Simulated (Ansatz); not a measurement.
## AlBH6O2Si, SMILES OB([SiH3])[O][AlH2]: vertical energies of changing the electron count, step by step

Program: Ansatz's Python interface.

The cells in order, each with its output:

```python
import ansatz
```

```python
def total_energy(molecule, charge=0, unpaired=0):
    calc = (
        molecule.calculation()
        .basis(gaussian="def2-SVPD")
        .functional("r2SCAN")
    )
    if charge:
        calc = calc.charge(charge)
    if unpaired:
        calc = calc.spin("collinear", total=unpaired)
    return calc.run(threads=1).report["free_energy_ev"]
```

```python
geometry = (
    ansatz.Crystal.molecule()
    .atom("O", (-0.5731, 1.5981, 1.0732))
    .atom("B", (-0.6403, 0.3784, 0.3232))
    .atom("Si", (-0.3065, -1.2814, 1.2505))
    .atom("O", (-0.9851, 0.368, -1.0806))
    .atom("Al", (0.4698, 0.5779, -2.0983))
    .atom("H", (0.3043, 1.9968, 0.9633))
    .atom("H", (0.886, -1.9632, 0.6256))
    .atom("H", (-1.4248, -2.128, 1.2007))
    .atom("H", (0.0621, -0.974, 2.7088))
    .atom("H", (0.9579, 2.0569, -2.4432))
    .atom("H", (1.3152, -0.6865, -2.5027))
)
```

```python
parent = total_energy(geometry, 0, 0)
cation = total_energy(geometry, 1, 1)
print(f"E(N)   = {parent:.5f} eV")
print(f"E(N-1) = {cation:.5f} eV  (1 unpaired)")
print(f"vertical ionisation energy {cation - parent:.3f} eV")
anion = total_energy(geometry, -1, 1)
print(f"E(N+1) = {anion:.5f} eV  (1 unpaired)")
print(f"vertical electron affinity {parent - anion:.3f} eV" + ("" if anion < parent else " (unbound in this basis)"))
print(f"fundamental gap IP - EA = {cation + anion - 2 * parent:.3f} eV")
```

    E(N)   = -19332.89605 eV
    E(N-1) = -19323.47529 eV  (1 unpaired)
    vertical ionisation energy 9.421 eV
    E(N+1) = -19333.61950 eV  (1 unpaired)
    vertical electron affinity 0.723 eV
    fundamental gap IP - EA = 8.697 eV

At this unrelaxed geometry removing an electron costs 9.42 eV and adding one releases 0.72 eV.

Caveats:
- Total energies depend on the basis set; only differences at equal settings carry meaning.
- The geometry is a force-field or estimated start, not a minimum of this method, and the basis set is short of its limit. All parts are taken at fixed geometry, without zero-point energy. At an unrelaxed start these energies can be a whole eV from those at the minimum, and a small affinity can change sign.
- It ran for 78 s on 1 thread of Arm Neoverse V2 (shared host), peak memory 0.45 GiB.
